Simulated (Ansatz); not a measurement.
# C₉H₁₀: basis-set convergence

The task here is to estimate one member of a computed series from the others.

Program: Ansatz 0.2.0, Gaussian basis. Level of theory: one geometry, several basis sets. These are calculated values, not measurements.

Levels to be run: PBE0-D4/def2-SVP; ωB97M-V/def2-SVP; PBE0-D4/def2-QZVPP; ωB97M-V/def2-QZVPP; the functionals' def2-TZVPP values are taken from earlier runs.

### The geometry

The geometry comes from an earlier relaxation with PBE0-D4 in a triple-zeta def2 set; it is a stationary point, not always the lowest conformer.

SMILES `C=C(C)c1ccccc1`, 19 atoms, charge 0, spin multiplicity 1.

Atoms are counted from 1 here; the program's logs count them from 0.

Bond lengths: C1–C2 1.334 Å, C1–H10 1.084 Å, C1–H11 1.083 Å, C2–C3 1.499 Å, C2–C4 1.478 Å, C3–H12 1.094 Å, C3–H13 1.090 Å, C3–H14 1.093 Å, C4–C5 1.397 Å, C4–C9 1.395 Å, C5–C6 1.383 Å, C5–H15 1.084 Å, C6–C7 1.388 Å, C6–H16 1.084 Å, C7–C8 1.385 Å, C7–H17 1.084 Å, C8–C9 1.386 Å, C8–H18 1.084 Å and more. Angles: C2–C1–H10 121.0°, C2–C1–H11 122.1°, H10–C1–H11 116.9°, C1–C2–C3 120.7°, C1–C2–C4 121.7°, C3–C2–C4 117.6°, C2–C3–H12 111.4°, C2–C3–H13 110.8°, C2–C3–H14 111.3°, H12–C3–H13 107.6°, H12–C3–H14 107.0°, H13–C3–H14 108.8°, C2–C4–C5 121.2°, C2–C4–C9 121.0°, C5–C4–C9 117.8°, C4–C5–C6 121.1°, C4–C5–H15 119.3°, C6–C5–H15 119.5° and more.

The first run:

Input file in.yaml:

```yaml
crystal:
  periodic: [false, false, false]
  atoms:
    - {symbol: C, position_ang: [-1.299425, -0.721959, -2.026216]}
    - {symbol: C, position_ang: [-0.266076, -0.096941, -1.460537]}
    - {symbol: C, position_ang: [0.748933, 0.618705, -2.299606]}
    - {symbol: C, position_ang: [-0.086454, -0.065447, 0.005782]}
    - {symbol: C, position_ang: [-0.574946, -1.092479, 0.816789]}
    - {symbol: C, position_ang: [-0.421499, -1.053263, 2.190902]}
    - {symbol: C, position_ang: [0.233099, 0.012852, 2.792277]}
    - {symbol: C, position_ang: [0.738713, 1.031865, 2.001479]}
    - {symbol: C, position_ang: [0.587022, 0.988569, 0.624363]}
    - {symbol: H, position_ang: [-1.410968, -0.752163, -3.103831]}
    - {symbol: H, position_ang: [-2.072864, -1.202443, -1.439465]}
    - {symbol: H, position_ang: [0.698470, 1.701349, -2.149075]}
    - {symbol: H, position_ang: [0.580176, 0.425025, -3.358995]}
    - {symbol: H, position_ang: [1.765473, 0.307959, -2.043042]}
    - {symbol: H, position_ang: [-1.059698, -1.945871, 0.357541]}
    - {symbol: H, position_ang: [-0.804466, -1.866725, 2.796858]}
    - {symbol: H, position_ang: [0.356924, 0.042063, 3.868625]}
    - {symbol: H, position_ang: [1.257606, 1.867483, 2.457529]}
    - {symbol: H, position_ang: [0.988082, 1.796821, 0.025024]}
basis:
  gaussian: {orbitals: def2-SVP}
hamiltonian: {xc: pbe0, dispersion: d4}
output: {orbitals: {seedname: orbitals}}
```

The run is started by

```bash
$ ansatz run in.yaml --threads 2 --pin off --events-out ev --progress --plain --max-ram 22528MiB --backend cpu
```

Steps of the session up to this table: PBE0-D4 in def2-SVP; ωB97M-V in def2-SVP; PBE0-D4 in def2-QZVPP; ωB97M-V in def2-QZVPP.

One table of the session follows, with a row left open; its other results are not shown here.

It belongs to the step «Density functionals: the series». 

```
functional       basis  HOMO (eV)
   PBE0-D4    def2-SVP      -6.53
   PBE0-D4  def2-TZVPP          ?
   PBE0-D4  def2-QZVPP      -6.57
   ωB97M-V    def2-SVP      -8.56
   ωB97M-V  def2-TZVPP      -8.60
   ωB97M-V  def2-QZVPP      -8.61
```

Estimate the missing values for PBE0-D4, def2-TZVPP.

The run gave: HOMO (eV): -6.56. In the column «HOMO (eV)» it lies between PBE0-D4, def2-QZVPP (-6.57) and PBE0-D4, def2-SVP (-6.53).
